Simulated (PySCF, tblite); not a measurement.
# C₁₉H₁₄NS+: electronic excitations, NMR shifts

Aim: compute the electronic excitations, NMR shifts of C₁₉H₁₄NS+ (`N#Cc1ccc([S+](c2ccccc2)c2ccccc2)cc1`).

Computed with tblite 0.8.0 and PySCF 2.14.0 and routines of our own; the level stands in each step. Atoms count from 0.

## Step 1: The system as given

35 atoms, charge 1, multiplicity 1; geometry from: force field, distance geometry or constructed start.

## Step 2: Relaxing the molecule with GFN2-xTB

Job settings and geometry (Å):

```
{"job": {"kind": "relax", "xc": "GFN2-xTB", "basis": "xTB"}, "charge": 1, "multiplicity": 1}
N      6.431200    -0.716300    -0.590300
C      5.308900    -0.555000    -0.311200
C      3.940700    -0.369100     0.047800
C      2.927500    -0.990800    -0.695200
C      1.582300    -0.810000    -0.344000
C      1.221700     0.006000     0.730200
S     -0.466600     0.342700     1.282200
C     -0.842400     1.545200    -0.010700
C     -0.819100     1.278800    -1.387600
C     -1.124300     2.286800    -2.308400
C     -1.449200     3.566400    -1.870700
C     -1.477800     3.840300    -0.504400
C     -1.179300     2.836300     0.421500
C     -1.332500    -1.120200     0.682000
C     -2.578500    -1.024400     0.042500
C     -3.270100    -2.179500    -0.341600
C     -2.746700    -3.437300    -0.062900
C     -1.546900    -3.551400     0.629300
C     -0.857200    -2.394200     1.021000
C      2.249000     0.631600     1.467000
C      3.588900     0.451800     1.128200
H      3.177400    -1.632200    -1.534700
H      0.835200    -1.309700    -0.940500
H     -0.589900     0.289100    -1.769800
H     -1.100600     2.071800    -3.373700
H     -1.685000     4.348500    -2.584600
H     -1.727900     4.841900    -0.155100
H     -1.202500     3.070700     1.479700
H     -3.034800    -0.063200    -0.154900
H     -4.222300    -2.088700    -0.855400
H     -3.285200    -4.332800    -0.361900
H     -1.152400    -4.526700     0.885000
H      0.059100    -2.507600     1.591600
H      2.000800     1.271300     2.311700
H      4.361700     0.949600     1.708800
```

Run with:

```console
> OMP_NUM_THREADS=1 python large_run.py task.json out
```

This one command runs all jobs of the session in turn.

What it wrote:

```text
step      E/eV     max force
  0   -1454.96091    2.894
  1   -1454.87124    9.036
  2   -1455.11376    0.731
  3   -1455.14134    0.545
  4   -1455.16116    0.212
  5   -1455.16482    0.111
  6   -1455.16925    0.118
  7   -1455.17188    0.153
  8   -1455.17449    0.142
  9   -1455.17625    0.075
 10   -1455.17789    0.063
 11   -1455.17937    0.070
 12   -1455.18083    0.086
 13   -1455.18212    0.065
 14   -1455.18319    0.060
 15   -1455.18402    0.062
 16   -1455.18468    0.058
 17   -1455.18519    0.041
 18   -1455.18555    0.032
 19   -1455.18580    0.028
 20   -1455.18600    0.035
 21   -1455.18614    0.023
 22   -1455.18623    0.018
```

Wall time 0.98 s (1 thread of Arm Neoverse N1, shared host); peak memory 0.18 GiB.

Relaxation path: (the energy doesn't fall at every step)

```csv
step,energy from step 0 (eV),largest force (eV/Å)
0,0.0000,2.8945
1,0.0897,9.0356
2,-0.1528,0.7305
3,-0.1804,0.5450
4,-0.2003,0.2120
5,-0.2039,0.1114
6,-0.2083,0.1174
7,-0.2110,0.1532
8,-0.2136,0.1416
9,-0.2153,0.0748
10,-0.2170,0.0627
11,-0.2185,0.0697
12,-0.2199,0.0855
13,-0.2212,0.0653
14,-0.2223,0.0595
15,-0.2231,0.0617
16,-0.2238,0.0576
17,-0.2243,0.0414
18,-0.2246,0.0323
19,-0.2249,0.0285
20,-0.2251,0.0350
21,-0.2252,0.0231
22,-0.2253,0.0175
```

Close pairs (by a distance rule), those that changed most:

```
   bond  before (Å)  after (Å)  change (Å)
  N0–C1       1.168      1.144      -0.024
 C5–C19       1.411      1.388      -0.023
  C3–C4       1.402      1.382      -0.020
C13–C14       1.404      1.385      -0.019
C17–C18       1.403      1.384      -0.018
  C7–C8       1.403      1.386      -0.017
 C7–C12       1.403      1.386      -0.017
C14–C15       1.400      1.385      -0.015
```

The final coordinates are the input of the step that follows.

## Step 3: Electronic excitations: TDA PBE0/def2-SVP

Job settings and geometry (Å):

```
{"job": {"kind": "uv", "basis": "def2-SVP", "grid": 1, "kgrid": 0, "vcut": 1.5, "nstates": 6, "ntriplets": 2, "tda": true, "delta": [], "pop": true, "xc": "PBE0"}, "charge": 1, "multiplicity": 1}
N      6.365814    -0.704551    -0.577931
C      5.268500    -0.547354    -0.296854
C      3.904781    -0.359813     0.049471
C      2.910163    -1.001284    -0.689904
C      1.580003    -0.832895    -0.353223
C      1.257621    -0.015765     0.718939
S     -0.448585     0.328055     1.212406
C     -0.866683     1.562812    -0.041366
C     -0.833786     1.270960    -1.395478
C     -1.128105     2.278002    -2.298433
C     -1.445206     3.550976    -1.849375
C     -1.475200     3.826527    -0.491846
C     -1.183896     2.829015     0.424261
C     -1.339507    -1.142419     0.664909
C     -2.559174    -1.009759     0.021896
C     -3.251300    -2.154991    -0.336421
C     -2.733721    -3.405630    -0.040251
C     -1.530574    -3.520492     0.638539
C     -0.827791    -2.385721     1.006247
C      2.236654     0.625619     1.464891
C      3.566733     0.452869     1.132005
H      3.181492    -1.631118    -1.523175
H      0.817973    -1.350740    -0.915148
H     -0.593593     0.281549    -1.751521
H     -1.106611     2.063542    -3.355228
H     -1.670665     4.329187    -2.560833
H     -1.723640     4.815406    -0.140739
H     -1.203859     3.030499     1.484141
H     -2.966243    -0.035510    -0.201241
H     -4.199946    -2.062518    -0.840675
H     -3.274463    -4.292676    -0.328360
H     -1.138033    -4.492255     0.892390
H      0.105023    -2.470369     1.543066
H      1.959116     1.250479     2.299710
H      4.339850     0.939895     1.706081
```

With the program's defaults for keys left out, this is: TDA PBE0/def2-SVP, vertical, gas phase, core orbitals frozen in the response, virtual orbitals cut by energy.

What it wrote:

```text
start: PBE on a coarse grid of 30265 points
cycle   1  E = -1182.8211530104  dE =  3.485e+00  |g| = 8.653e-01  |ddm| = 8.582e+00
cycle   2  E = -1178.5846135981  dE =  4.237e+00  |g| = 3.227e+00  |ddm| = 7.023e+00
cycle   3  E = -1182.7686575657  dE = -4.184e+00  |g| = 9.439e-01  |ddm| = 6.672e+00
cycle   4  E = -1183.0285589100  dE = -2.599e-01  |g| = 1.741e-01  |ddm| = 1.104e+00
cycle   5  E = -1183.0269753355  dE =  1.584e-03  |g| = 2.185e-01  |ddm| = 5.758e-01
cycle   6  E = -1183.0359322424  dE = -8.957e-03  |g| = 1.108e-01  |ddm| = 3.225e-01
cycle   7  E = -1183.0390213671  dE = -3.089e-03  |g| = 2.555e-02  |ddm| = 1.370e-01
cycle   8  E = -1183.0391457322  dE = -1.244e-04  |g| = 1.405e-02  |ddm| = 4.256e-02
cycle   9  E = -1183.0391975146  dE = -5.178e-05  |g| = 2.711e-03  |ddm| = 1.793e-02
final grid: 132016 points
cycle  10  E = -1183.3488253495  dE = -9.784e-03  |g| = 4.750e-02  |ddm| = 1.276e+00
cycle  11  E = -1183.3486213861  dE =  2.040e-04  |g| = 5.775e-02  |ddm| = 1.303e-01
cycle  12  E = -1183.3494022702  dE = -7.809e-04  |g| = 2.170e-02  |ddm| = 8.324e-02
cycle  13  E = -1183.3495050605  dE = -1.028e-04  |g| = 4.703e-03  |ddm| = 2.047e-02
cycle  14  E = -1183.3495084721  dE = -3.412e-06  |g| = 1.870e-03  |ddm| = 6.658e-03
cycle  15  E = -1183.3495104324  dE = -1.960e-06  |g| = 8.693e-04  |ddm| = 3.046e-03
cycle  16  E = -1183.3495083698  dE =  2.063e-06  |g| = 1.929e-04  |ddm| = 1.504e-03
cycle  17  E = -1183.3495095054  dE = -1.136e-06  |g| = 5.680e-05  |ddm| = 4.183e-04
converged SCF energy = -1183.3495095054

Static polarisability (au): isotropic 217.363, principal 159.673 228.854 263.561

Singlet excitations
state   eV       nm        f      main configurations
  1   4.8256    256.9   0.02185   H-1->L 0.56, H->L 0.38
  2   4.8869    253.7   0.04110   H-2->L 0.39, H-1->L 0.28, H->L 0.27
  3   4.9993    248.0   0.17257   H-2->L 0.36, H->L 0.15, H-3->L 0.11
  4   5.0844    243.9   0.01798   H-3->L 0.80
  5   5.1570    240.4   0.06253   H-4->L 0.54, H-2->L 0.11, H->L+3 0.09
  6   5.3141    233.3   0.08385   H-1->L+1 0.65

Triplet excitations (Tamm-Dancoff, eV): 3.5861 3.9903
```

Run time: 2 min. Hardware: 1 thread of Arm Neoverse N1, shared host; peak memory 0.68 GiB.

The orbitals next to the gap, with their largest atomic shares:

```csv
orbital,eV,atoms
HOMO−4,-11.73,"C3 23 %, C19 22 %, C4 21 %"
HOMO−3,-11.48,"C12 19 %, C9 18 %, C17 11 %"
HOMO−2,-11.37,"C15 21 %, C18 18 %, C16 9 %"
HOMO−1,-11.26,"C17 13 %, C16 12 %, C13 12 %"
HOMO,-11.12,"N0 12 %, C5 12 %, C2 11 %"
LUMO,-5.58,"C2 15 %, C5 15 %, S6 10 %"
LUMO+1,-4.97,"S6 18 %, C5 13 %, C8 9 %"
LUMO+2,-4.67,"C13 15 %, C16 14 %, C18 8 %"
LUMO+3,-4.50,"C3 16 %, C19 13 %, C20 11 %"
```

With each of the 6 states as a Gaussian band of 0.4 eV half-width at 1/e, the curve within the window shown has maxima at 245 nm (ε 14,000) L/(mol cm). Beyond the last state computed it falls off for lack of states. The curve at chosen wavelengths:

nm, ε (L/mol/cm) and a bar:
```
      221       3484 #######
      224       4980 ##########
      227       6700 ##############
      230       8528 ##################
      233      10316 ######################
      235      11407 ########################
      238      12782 ###########################
      241      13733 #############################
      244      14183 ##############################
      247      14111 ##############################
      250      13551 #############################
      253      12584 ###########################
      256      11321 ########################
      258      10374 ######################
      261       8885 ##################
      264       7405 ###############
      267       6014 ############
      270       4768 #########
      273       3695 #######
      276       2803 #####
      279       2084 ####
      281       1693 ###
      284       1221 ##
      287        866 #
      290        605 
      293        417
```

Further results of this job:

```
           property  computed
polarisability (Å³)     32.21
 HOMO–LUMO gap (eV)      5.54
      −ε(HOMO) (eV)     11.12
```

## Step 4: NMR shifts: GIAO KT3/pcSseg-1

Settings changed since step 3:

```diff
@@ -1,2 +1,2 @@
-{"job": {"kind": "uv", "basis": "def2-SVP", "grid": 1, "kgrid": 0, "vcut": 1.5, "nstates": 6, "ntriplets": 2, "tda": true, "delta": [], "pop": true, "xc": "PBE0"}, "charge": 1, "multiplicity": 1}
+{"job": {"kind": "nmr", "xc": "KT3", "basis": "pcSseg-1", "pop": false}, "charge": 1, "multiplicity": 1}
 N      6.365814    -0.704551    -0.577931
```

With the program's defaults for keys left out, this is: GIAO KT3/pcSseg-1 NMR shielding, non-relativistic, gas phase.

What it wrote:

```text
start: PBE on a coarse grid of 30265 points
cycle   1  E = -1183.4346086004  dE =  3.653e+00  |g| = 9.140e-01  |ddm| = 6.608e+00
cycle   2  E = -1182.2384950248  dE =  1.196e+00  |g| = 2.284e+00  |ddm| = 4.399e+00
cycle   3  E = -1183.5919060802  dE = -1.353e+00  |g| = 4.964e-01  |ddm| = 3.728e+00
cycle   4  E = -1183.6511135182  dE = -5.921e-02  |g| = 2.145e-01  |ddm| = 7.943e-01
cycle   5  E = -1183.6620519653  dE = -1.094e-02  |g| = 7.273e-02  |ddm| = 2.974e-01
cycle   6  E = -1183.6631900895  dE = -1.138e-03  |g| = 3.532e-02  |ddm| = 1.235e-01
cycle   7  E = -1183.6634734866  dE = -2.834e-04  |g| = 1.130e-02  |ddm| = 3.893e-02
cycle   8  E = -1183.6634999198  dE = -2.643e-05  |g| = 4.868e-03  |ddm| = 1.409e-02
final grid: 278724 points
cycle   9  E = -1200.8197605246  dE = -5.122e-02  |g| = 1.408e-01  |ddm| = 1.231e+00
cycle  10  E = -1200.8119527462  dE =  7.808e-03  |g| = 2.065e-01  |ddm| = 3.264e-01
cycle  11  E = -1200.8173421390  dE = -5.389e-03  |g| = 1.361e-01  |ddm| = 3.028e-01
cycle  12  E = -1200.8215068461  dE = -4.165e-03  |g| = 2.249e-02  |ddm| = 1.168e-01
cycle  13  E = -1200.8216446802  dE = -1.378e-04  |g| = 4.580e-03  |ddm| = 3.481e-02
cycle  14  E = -1200.8216472906  dE = -2.610e-06  |g| = 2.203e-03  |ddm| = 6.995e-03
cycle  15  E = -1200.8216511227  dE = -3.832e-06  |g| = 7.141e-04  |ddm| = 3.587e-03
cycle  16  E = -1200.8216499342  dE =  1.189e-06  |g| = 3.175e-04  |ddm| = 1.232e-03
cycle  17  E = -1200.8216487836  dE =  1.151e-06  |g| = 7.048e-05  |ddm| = 4.482e-04
converged SCF energy = -1200.8216487836

GIAO shielding tensors (ppm)
atom      isotropic    diamagn.    paramagn.     s11        s22        s33       span
  0 N      -49.710     338.176    -387.886   -191.555   -182.517    224.943    416.498
  1 C       74.841     255.288    -180.447    -36.473    -24.521    285.516    321.989
  2 C       69.203     257.550    -188.348    -26.135     66.478    167.265    193.399
  3 C       53.050     251.412    -198.362    -41.640     33.759    167.031    208.671
  4 C       64.948     255.459    -190.511    -23.162     42.457    175.549    198.711
  5 C       52.932     269.714    -216.783    -17.901     51.603    125.092    142.992
  6 S      346.553    1065.447    -718.894    285.918    373.037    380.705     94.787
  7 C       57.806     270.403    -212.597    -14.679     65.914    122.184    136.862
  8 C       62.641     255.194    -192.552    -25.015     39.187    173.752    198.767
  9 C       55.981     252.389    -196.408    -43.136     38.975    172.105    215.241
 10 C       53.187     252.684    -199.497    -47.156     29.724    176.993    224.150
 11 C       57.585     253.055    -195.470    -37.507     38.527    171.736    209.242
 12 C       58.471     248.176    -189.705    -38.343     52.406    161.350    199.693
 13 C       62.496     269.350    -206.854    -14.657     81.884    120.260    134.917
 14 C       61.106     251.242    -190.136    -32.898     41.659    174.557    207.456
 15 C       57.658     251.918    -194.260    -40.349     40.294    173.027    213.376
 16 C       54.693     251.933    -197.241    -44.861     31.481    177.458    222.320
 17 C       58.033     252.188    -194.155    -39.789     40.523    173.364    213.153
 18 C       61.558     251.861    -190.303    -32.528     44.629    172.573    205.100
 19 C       58.864     248.681    -189.816    -35.979     48.690    163.882    199.861
 20 C       54.059     247.379    -193.320    -38.294     33.120    167.349    205.643
 21 H       23.785      32.357      -8.572     19.857     23.453     28.045      8.188
 22 H       24.304      37.072     -12.768     19.852     22.177     30.884     11.031
 23 H       24.384      37.353     -12.968     20.639     21.672     30.842     10.203
 24 H       23.874      31.543      -7.669     20.156     23.458     28.008      7.851
 25 H       23.711      27.494      -3.783     20.355     24.885     25.893      5.538
 26 H       23.810      27.823      -4.013     20.152     24.476     26.802      6.650
 27 H       23.845      33.692      -9.847     19.846     22.470     29.220      9.374
 28 H       24.569      34.244      -9.674     19.685     22.512     31.511     11.826
 29 H       23.830      28.771      -4.941     20.104     23.904     27.482      7.378
 30 H       23.678      26.883      -3.205     20.420     24.905     25.710      5.289
 31 H       23.783      28.921      -5.138     20.213     23.951     27.185      6.971
 32 H       24.401      34.012      -9.610     20.360     22.016     30.829     10.468
 33 H       23.935      33.226      -9.291     19.707     22.796     29.301      9.594
 34 H       23.763      28.774      -5.010     19.891     24.381     27.019      7.128
```

Run time: 93 s. Hardware: 1 thread of Arm Neoverse N1, shared host; peak memory 0.63 GiB.

Shifts follow as δ = σ(reference) − σ, with reference shieldings (ppm) from runs at the same level and on the same kind of geometry: ¹H TMS 31.76, ¹³C TMS 184.7, ¹⁵N NH3 264.4. The references are single molecules in the gas phase, so shifts against H2O, NH3, PH3, H3PO4 or CFCl3 are not on the usual liquid scales and can be off by tens of ppm. Atoms listed in one row are averaged.

```csv
atoms,environment,σ (ppm),δ (ppm)
C5,aromatic carbon bearing sulfur,52.9,131.8
"C3, C20",aromatic CH,53.6,131.2
"C10, C16",aromatic CH,53.9,130.8
"C9, C11, C15, C17",aromatic CH,57.3,127.4
"C7, C13",aromatic carbon bearing sulfur,60.2,124.6
"C8, C12, C14, C18",aromatic CH,60.9,123.8
"C4, C19",aromatic CH,61.9,122.8
C2,substituted aromatic carbon,69.2,115.5
C1,nitrile carbon,74.8,109.9
"H25, H30",hydrogen on an aromatic CH,23.69,8.07
"H21, H34",hydrogen on an aromatic CH,23.77,7.99
"H24, H26, H29, H31",hydrogen on an aromatic CH,23.82,7.94
"H22, H33",hydrogen on an aromatic CH,24.12,7.64
"H23, H27, H28, H32",hydrogen on an aromatic CH,24.30,7.46
N0,nitrile nitrogen,-49.7,314.1
S6,sulfur bonded to 3 C,347,–
```

Ring of atoms C2, C3, C4, C5, C19, C20: NICS(0) -9.0, NICS(1) -10.5, NICS(1)zz -24.9 ppm (means of both faces).

Ring of atoms C7, C8, C9, C10, C11, C12: NICS(0) -8.7, NICS(1) -10.5, NICS(1)zz -26.4 ppm (means of both faces).

## Step 5: Results

| quantity | value |
| --- | --- |
| lowest singlet (PBE0/def2-SVP) | 4.83 eV (257 nm), f = 0.022 |
| brightest single state of those computed | state 3, 5.00 eV, f = 0.173 |
| lowest triplet | 3.59 eV |
| ¹³C shifts against TMS (KT3/pcSseg-1, means over atoms taken as alike) | 131.8, 131.2, 130.8, 127.4, 124.6, 123.8, 122.8, 115.5, 109.9 ppm |
| ¹H shifts against TMS (KT3/pcSseg-1, means over atoms taken as alike) | 8.07, 7.99, 7.94, 7.64, 7.46 ppm |
| ¹⁵N shifts against NH3 (KT3/pcSseg-1) | 314.1 ppm |
| shieldings of S (KT3/pcSseg-1) | S6 346.6 ppm |

**Reading.** The lowest singlet, at 4.83 eV, is HOMO−1→LUMO 0.56, HOMO→LUMO 0.38 and is weak; of the 6 states computed, the strongest absorption comes from state 3 at 5.00 eV (the last state computed is bright too, and its partners may lie past the list). The lowest triplet lies 1.24 eV below the lowest singlet. At KT3/pcSseg-1: The widest tensor belongs to N0: span 416 ppm, with a paramagnetic part of -388 ppm. NICS(1)zz of -25 ppm above the planar ring from C2 marks a diatropic (aromatic) ring current. NICS(1)zz of -26 ppm above the planar ring from C7 marks a diatropic (aromatic) ring current.
